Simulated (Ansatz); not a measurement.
Crystal: NiMoIrPdW.

```
Ni Mo Pd Ir W
1.0
    -1.37004    1.37004    9.71647
     1.37004   -1.37004    9.71647
     1.37004    1.37004   -9.71647
Ni Mo Pd Ir W
1 1 1 1 1
Direct
  0.19862 0.19862 0.00000
  0.60922 0.60922 0.00000
  0.79310 0.79310 0.00000
  0.39944 0.39944 0.00000
  0.99565 0.99565 0.00000
```

The cell was built by a generator and needn't be a form met in nature.

Base run:

```yaml
Program: Ansatz 0.2.0
Functional: revPBE
Potentials_or_basis: Ansatz PAW
Cutoff: "420 eV (not typed: the program's choice for these potentials)"
k_mesh: 13 × 13 × 13
Occupations: fermi-dirac, width 0.05 eV
Spin: collinear spin, ferromagnetic start
Starting_moments: "[1.0, 1.0, 0.0, 0.6, 0.0] μB"
```

Its results: band gap on the k mesh none (metal or under the smearing width); pressure 2.9 GPa; net moment 0.00 μB per cell; largest force 0.054 eV/Å.

**Question.** The run is repeated on the same cell with these changes: functional from revPBE to PBE; potentials or basis from Ansatz PAW to Ansatz PAW earlier set; cutoff from 420 eV (not typed: the program's choice for these potentials) to 1080 eV; valence electrons from 81 to 109. What comes out?

**Answer.** Band gap on the k mesh none (metal or under the smearing width); pressure 0.0 GPa; net moment 0.00 μB per cell; largest force 0.029 eV/Å.

Caveats: the starting moments weren't kept; spin-orbit coupling is left out, which moves the levels of the heavy elements (some runs); the PAW data sets come from PBE, with cores solved anew for the run's functional, which leaves a small shift of forces and pressure (some runs).
